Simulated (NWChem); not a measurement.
# CsBr (SMILES [Br][Cs]) at CAM-B3LYP/def2-TZVPD (core potential)

What is the vertical ionisation energy of CsBr at CAM-B3LYP/def2-TZVPD (core potential)? 

Program for the calculation: NWChem 7.3.0.

### 1 The system as given

CsBr has 2 atoms, charge 0, and is taken as a singlet. As SMILES, `[Br][Cs]`. Geometry: the measured bond length.

Bond lengths: Br1–Cs2 3.072 Å.

### 2 A single-point energy at CAM-B3LYP/def2-TZVPD (core potential)

brcs.xyz

```xyz
2
BrCs CAM-B3LYP
Br     0.000000     0.000000     0.000000
Cs     0.000000     0.000000     3.072251
```

brcs.nw

```
start brcs
title "BrCs CAM-B3LYP"
memory 2200 mb

geometry noautosym nocenter noautoz
load format xyz brcs.xyz
end

basis spherical bse
* library def2-TZVPD
end

ecp bse
Cs library def2-TZVPD
end

dft
xc xcamb88 1.00 lyp 0.81 vwn_5 0.19 hfexch 1.00
cam 0.33 cam_alpha 0.19 cam_beta 0.46
grid fine
convergence energy 1e-08
direct
iterations 100
mulliken
print low
end

task dft energy
```

The run is started by

```sh
$ nwchem brcs.nw > brcs.out
```

The log of the run:

```text
[...]
 d= 0,ls=0.0,diis     1  -2594.4544809965 -2.65D+03  9.05D-03  6.05D-01     2.8
[...]
 d= 0,ls=0.0,diis     8  -2594.4968600937 -5.76D-09  8.70D-07  3.10D-10    18.8
         Total DFT energy =    -2594.496860093737
      One electron energy =    -3728.129646918567
           Coulomb energy =     1174.058206978632
    Exchange-Corr. energy =      -94.682326062502
 Nuclear repulsion energy =       54.256905908699
[...]
      Total Density - Mulliken Population Analysis
     ---------------------------------------------
    Atom       Charge   Shell Charges
 -----------   ------   -------------------------------------------------------
    1 Br  35    35.91   2.00  2.01  1.16  0.78  1.03  0.96  0.08  6.00  5.92  1.39  2.62  1.83  0.13  8.94  1.02  0.02  0.02 -0.00  0.00
    2 Cs   9     8.09  -0.32  1.61  0.71  0.00 -0.00  5.39  0.58  0.01 -0.01  0.06  0.06 -0.01
[...]
```

It took 20 s on 1 thread of AMD EPYC 9R45 (Zen 5), shared host; peak memory 0.12 GiB.

### 3 The doublet cation at the same level

a.nw

```
echo
start a
title "BrCs"
memory stack 880 mb heap 220 mb global 1100 mb
charge 1

geometry units angstroms noautosym nocenter noautoz
Br    0.000000    0.000000    0.000000
Cs    0.000000    0.000000    3.072251
end

basis spherical bse
Br library def2-TZVPD
Cs library def2-TZVPD
end

ecp bse
Cs library def2-TZVPD
end

dft
xc xcamb88 1.00 lyp 0.81 vwn_5 0.19 hfexch 1.00
cam 0.33 cam_alpha 0.19 cam_beta 0.46
mult 2
grid fine
convergence energy 1e-08
direct
maxiter 100
mulliken
print low
end

task dft energy
```

The run is started by

```sh
$ nwchem a.nw > a.out
```

The log of the run:

```text
[...]
 d= 0,ls=0.0,diis     1  -2593.5560750324 -2.65D+03  1.43D-02  3.46D+00     2.9
[...]
 d= 0,ls=0.0,diis    10  -2594.1942185859 -5.96D-09  1.84D-07  1.75D-10    24.7
[...]
         Total DFT energy =    -2594.194218585871
      One electron energy =    -3715.073532628868
           Coulomb energy =     1161.042577230612
    Exchange-Corr. energy =      -94.420169096314
 Nuclear repulsion energy =       54.256905908699
[...]
      Total Density - Mulliken Population Analysis
     ---------------------------------------------
    Atom       Charge   Shell Charges
 -----------   ------   -------------------------------------------------------
    1 Br  35    35.01   2.00  2.01  1.16  0.78  1.10  0.94  0.02  6.00  5.92  1.34  2.53  1.20  0.00  8.95  1.02  0.02  0.02 -0.00  0.00
    2 Cs   9     7.99  -0.32  1.61  0.71 -0.00 -0.00  5.44  0.54 -0.01  0.00  0.02  0.01  0.00
[...]
      <S2> =      0.7526 (Exact =     0.7500)
[...]
```

Wall time 26 s (1 thread of AMD EPYC 9R45 (Zen 5), shared host); peak memory 0.12 GiB.

### 4 Outcome

At CAM-B3LYP/def2-TZVPD (core potential):

| quantity | value |
| --- | --- |
| singlet CsBr: total energy | -2594.49686 Eh |
| doublet cation: total energy | -2594.19422 Eh |
| doublet cation: ⟨S²⟩ | 0.753 |
| vertical ionisation energy (to the doublet cation) | 8.235 eV |

What this shows: Removing an electron at fixed nuclei costs 8.24 eV (190 kcal/mol).
